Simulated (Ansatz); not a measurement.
# PdPt16Rh3: the cost of one run

Program: Ansatz 0.2.0. Level of theory: DFT r2SCAN, scalar-relativistic, plane waves, PAW. These are calculated values, not measurements.

## (1) The starting structure

The cell holds 20 atoms (PdPt16Rh3): a = 6.622 Å, b = 6.622 Å, c = 7.430 Å, α = 76.09°, β = 76.09°, γ = 85.46°.

The sites of an ideal hcp lattice, at a guessed lattice constant, take 16 Pt, 3 Rh, 1 Pd (sublattices apart by semicolons), with a shake of 0.02 Å. Warren-Cowley parameters of the first shell (negative: unlike neighbours preferred): Pd-Pt -0.25, Pd-Rh +1.00, Pt-Rh -0.04. In a cell this small the draw can fall short of the order aimed at.

Its coordinates follow in the input file.

## (2) Relaxing on a coarse mesh

A cheap relaxation: coarse mesh, no symmetry, loose thresholds.

The input, input.yaml:

```yaml
crystal:
  lattice:
    - [4.212501, -2.43208858, -4.49333441]
    - [4.212501, -2.43208858, 4.49333441]
    - [-1.404167, -7.29626574, 0.0]
  atoms:
    - { symbol: Rh, position: [0.2443002395, 0.4921140349, 0.1998802954] }
    - { symbol: Rh, position: [0.0479319647, 0.2942481082, 0.0020283111] }
    - { symbol: Rh, position: [0.4573717868, 0.2084473586, 0.0006103563] }
    - { symbol: Pd, position: [0.058906915, 0.8072669352, 0.6026241675] }
    - { symbol: Pt, position: [0.1407809409, 0.3924815402, 0.5984431746] }
    - { symbol: Pt, position: [0.9425397696, 0.1855821231, 0.4006526812] }
    - { symbol: Pt, position: [0.6476478543, 0.8924727183, 0.5935641058] }
    - { symbol: Pt, position: [0.4431215617, 0.6925304342, 0.3952378663] }
    - { symbol: Pt, position: [0.840050402, 0.0881000007, 0.7989438421] }
    - { symbol: Pt, position: [0.741172816, 0.9927402028, 0.2058245955] }
    - { symbol: Pt, position: [0.5379648796, 0.791792653, 0.9959042669] }
    - { symbol: Pt, position: [0.3468741107, 0.5939714702, 0.8020143567] }
    - { symbol: Pt, position: [0.8600286375, 0.6136550768, 0.3955867615] }
    - { symbol: Pt, position: [0.5545864357, 0.3110623062, 0.6044309894] }
    - { symbol: Pt, position: [0.3618329144, 0.1095435808, 0.3970265346] }
    - { symbol: Pt, position: [0.1550208839, 0.9072235035, 0.2001357335] }
    - { symbol: Pt, position: [0.958930552, 0.706363899, 0.00044203] }
    - { symbol: Pt, position: [0.7639909682, 0.5058879399, 0.7976145403] }
    - { symbol: Pt, position: [0.6511998663, 0.4030010604, 0.2025349143] }
    - { symbol: Pt, position: [0.2536424275, 0.0161118851, 0.803113833] }
  symmetry: { detect: false }
basis:
  ecutwfc: 500
kpoints:
  mp_grid: { grid: [2, 2, 2], shift: [0.5, 0.5, 0.5] }
hamiltonian:
  xc: r2scan
scf:
  occupations: { method: gaussian, width: 0.1 }
  lower_state_search: "off"
output:
  forces: true
  stress: true
  eigenvalues: true
relax:
  adjacent_minimum: "off"
  f_tol: 0.04
  max_steps: 50
  cell: { stress_tol: 0.3 }
```

The run is started by

```sh
ansatz run input.yaml --threads 4 --pin off --max-ram 9216MiB --backend cpu --events-out ev --progress --plain --runs-dir out
```

Q: Estimate wall time and peak memory on 4 threads of Intel Xeon Platinum 8559C (Emerald Rapids), shared host.

About 6.1 min, with a peak of 2.3 GiB.
